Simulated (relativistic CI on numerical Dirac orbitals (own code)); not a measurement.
**Ions with 11 electrons, Pd³⁵⁺ to Sn³⁹⁺: levels along an isoelectronic sequence**

Aim: follow the lowest levels of 11-electron ions as the nuclear charge grows, with one list of configurations.

Method: Dirac-Coulomb-Breit CI, KLI orbitals optimised for each configuration, model QED (radiative potential, 1s self-energy scaled to tabulated hydrogen-like ionisation energies). Code: relativistic CI on numerical Dirac orbitals (own code) version 2.

## 1. Starting point

| Property | Result |
| --- | --- |
| electrons | 11 |
| ions | Pd³⁵⁺, Ag³⁶⁺, Cd³⁷⁺, In³⁸⁺, Sn³⁹⁺ |
| configurations | [Ne] 3s; [Ne] 3p; [Ne] 3d; [Ne] 4s; [Ne] 4p; [Ne] 4d; [Ne] 4f |

## 2. Pd³⁵⁺ (Z = 46)

Settings of the run:

```ini
atom Pd  Z=46  charge=35  electrons=11
nucleus A=106  rms_radius_fm=4.5318
hamiltonian dirac-coulomb  breit=on  qed=on  c_scale=1
orbitals kli  potential=per-configuration
slater_scale 1
correlation none
mixing on
configurations
  [Ne] 3s
  [Ne] 3p
  [Ne] 3d
  [Ne] 4s
  [Ne] 4p
  [Ne] 4d
  [Ne] 4f
end
```

## 3. Ag³⁶⁺ (Z = 47)

Changes to the settings of step 2:

```diff
@@ -1,3 +1,3 @@
-atom Pd  Z=46  charge=35  electrons=11
-nucleus A=106  rms_radius_fm=4.5318
+atom Ag  Z=47  charge=36  electrons=11
+nucleus A=107  rms_radius_fm=4.5454
 hamiltonian dirac-coulomb  breit=on  qed=on  c_scale=1
```

## 4. Cd³⁷⁺ (Z = 48)

Changes to the settings of step 3:

```diff
@@ -1,3 +1,3 @@
-atom Ag  Z=47  charge=36  electrons=11
-nucleus A=107  rms_radius_fm=4.5454
+atom Cd  Z=48  charge=37  electrons=11
+nucleus A=114  rms_radius_fm=4.6087
 hamiltonian dirac-coulomb  breit=on  qed=on  c_scale=1
```

## 5. In³⁸⁺ (Z = 49)

Changes to the settings of step 4:

```diff
@@ -1,3 +1,3 @@
-atom Cd  Z=48  charge=37  electrons=11
-nucleus A=114  rms_radius_fm=4.6087
+atom In  Z=49  charge=38  electrons=11
+nucleus A=115  rms_radius_fm=4.6156
 hamiltonian dirac-coulomb  breit=on  qed=on  c_scale=1
```

## 6. Sn³⁹⁺ (Z = 50)

Changes to the settings of step 5:

```diff
@@ -1,3 +1,3 @@
-atom In  Z=49  charge=38  electrons=11
-nucleus A=115  rms_radius_fm=4.6156
+atom Sn  Z=50  charge=39  electrons=11
+nucleus A=120  rms_radius_fm=4.6519
 hamiltonian dirac-coulomb  breit=on  qed=on  c_scale=1
```

(Steps that only read results are left out.)

Before running it: what results should come out? Wanted: lowest level, first ion; lowest level, last ion; changes of the lowest level; interval 2P°1/2 to 2P°3/2; mean jj purity of the low levels.

**Answer**, as computed:

| quantity | value |
| --- | --- |
| lowest level, first ion | 3s 2S1/2 |
| lowest level, last ion | 3s 2S1/2 |
| changes of the lowest level | none |
| interval 2P°1/2 to 2P°3/2 | 330000 to 486000 cm⁻¹ |
| mean jj purity of the low levels | 100 % |

In words: The lowest level stays 3s 2S1/2 throughout. Over these ions the splitting within 3p 2P° follows Z^4.6, steeper than the fourth power of a bare nucleus: screening and higher orders in (Zα)² of the Dirac splitting both add to it. Only the listed configurations are in the model.
